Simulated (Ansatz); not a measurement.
**C2H8S2Si: a ladder of functionals and wavefunction methods**

The task here is to estimate one member of a computed series from the others.

Computed with Ansatz 0.2.0, Gaussian basis. Level: functionals in def2-TZVPP, the program's frozen cores in correlated methods.

Levels to be run: LDA (SPW92), PBE-D4, revPBE-D4, BLYP-D4, r2SCAN-D4, B97M-V, PBE0-D4, B3LYP-D4, r2SCANh-D4, r2SCAN0-D4, HSE06-D4, BHLYP-D4, CAM-B3LYP-D4, LC-ωPBE, ωB97X-V, ωB97M-V, B2PLYP, PBE-QIDH; CCSD(T)/def2-SVP; CCSD(T)/def2-TZVPP; MP2/def2-QZVPP; extrapolation to the limit; RPA on PBE.

## The geometry

All runs share one geometry, relaxed beforehand with PBE0-D4 in a triple-zeta def2 set.

SMILES `CCSS[SiH3]`, 13 atoms, charge 0, spin multiplicity 1.

Atoms are counted from 1 here; the program's logs count them from 0.

Bond lengths: C1–C2 1.512 Å, C1–H6 1.093 Å, C1–H7 1.091 Å, C1–H8 1.092 Å, C2–S3 1.811 Å, C2–H9 1.095 Å, C2–H10 1.092 Å, S3–S4 2.061 Å, S4–Si5 2.140 Å, Si5–H11 1.488 Å, Si5–H12 1.485 Å, Si5–H13 1.483 Å. Angles: C2–C1–H6 110.3°, C2–C1–H7 111.1°, C2–C1–H8 110.7°, H6–C1–H7 108.5°, H6–C1–H8 107.9°, H7–C1–H8 108.3°, C1–C2–S3 114.3°, C1–C2–H9 111.4°, C1–C2–H10 111.9°, S3–C2–H9 103.0°, S3–C2–H10 108.4°, H9–C2–H10 107.3°, C2–S3–S4 102.5°, S3–S4–Si5 95.8°, S4–Si5–H11 106.9°, S4–Si5–H12 110.0°, S4–Si5–H13 110.4°, H11–Si5–H12 109.7° and more.

Set-up of the first run:

in.yaml reads:

```yaml
crystal:
  periodic: [false, false, false]
  atoms:
    - {symbol: C, position_ang: [-1.759213, 0.914114, 0.937150]}
    - {symbol: C, position_ang: [-0.348541, 1.192253, 0.469336]}
    - {symbol: S, position_ang: [0.906526, 0.114267, 1.205262]}
    - {symbol: S, position_ang: [0.406982, -1.735549, 0.445478]}
    - {symbol: Si, position_ang: [1.658506, -1.605054, -1.285867]}
    - {symbol: H, position_ang: [-2.459409, 1.609808, 0.466807]}
    - {symbol: H, position_ang: [-1.841278, 1.019523, 2.020335]}
    - {symbol: H, position_ang: [-2.061398, -0.099976, 0.668379]}
    - {symbol: H, position_ang: [-0.018186, 2.193354, 0.766351]}
    - {symbol: H, position_ang: [-0.260988, 1.130197, -0.617631]}
    - {symbol: H, position_ang: [1.433640, -2.844644, -2.076802]}
    - {symbol: H, position_ang: [1.280951, -0.419356, -2.096379]}
    - {symbol: H, position_ang: [3.082909, -1.503538, -0.887620]}
basis:
  gaussian: {orbitals: def2-TZVPP}
hamiltonian: {xc: lda}
output: {orbitals: {seedname: orbitals}}
```

Command:

```sh
> ansatz run in.yaml --threads 4 --pin off --events-out ev --progress --plain --max-ram 10444MiB
```

Among the steps run: LDA; PBE-D4 (GGA); revPBE-D4 (GGA); BLYP-D4 (GGA); r2SCAN-D4 (meta-GGA); B97M-V (meta-GGA); B3LYP-D4 (hybrid); r2SCANh-D4 (hybrid); r2SCAN0-D4 (hybrid); HSE06-D4 (hybrid); BHLYP-D4 (hybrid); CAM-B3LYP-D4 (range-separated); LC-ωPBE (range-separated); ωB97X-V (range-separated); ωB97M-V (range-separated); B2PLYP (double hybrid); PBE-QIDH (double hybrid).

One table of the session follows, with a row left open; its other results are not shown here.

It belongs to the step «Orbital energies across the functionals». 

```
  functional  HOMO (eV)  gap (eV)
 LDA (SPW92)      -5.72      3.73
      PBE-D4      -5.60      3.82
   revPBE-D4      -5.55      3.86
     BLYP-D4      -5.44      3.81
   r2SCAN-D4      -5.83      4.24
      B97M-V      -5.98      4.44
     PBE0-D4      -6.77      5.98
    B3LYP-D4      -6.54      5.54
  r2SCANh-D4      -6.26      5.04
  r2SCAN0-D4      -6.92      6.23
    HSE06-D4      -6.37      5.20
    BHLYP-D4      -7.82      8.13
CAM-B3LYP-D4      -8.06      8.43
     LC-ωPBE          ?         ?
     ωB97X-V      -9.07     10.49
     ωB97M-V      -8.91     10.17
```

Q: Estimate the row for LC-ωPBE from the others.

The run gave: HOMO (eV): -9.41; gap (eV): 10.96. In the column «HOMO (eV)» it is the lowest.
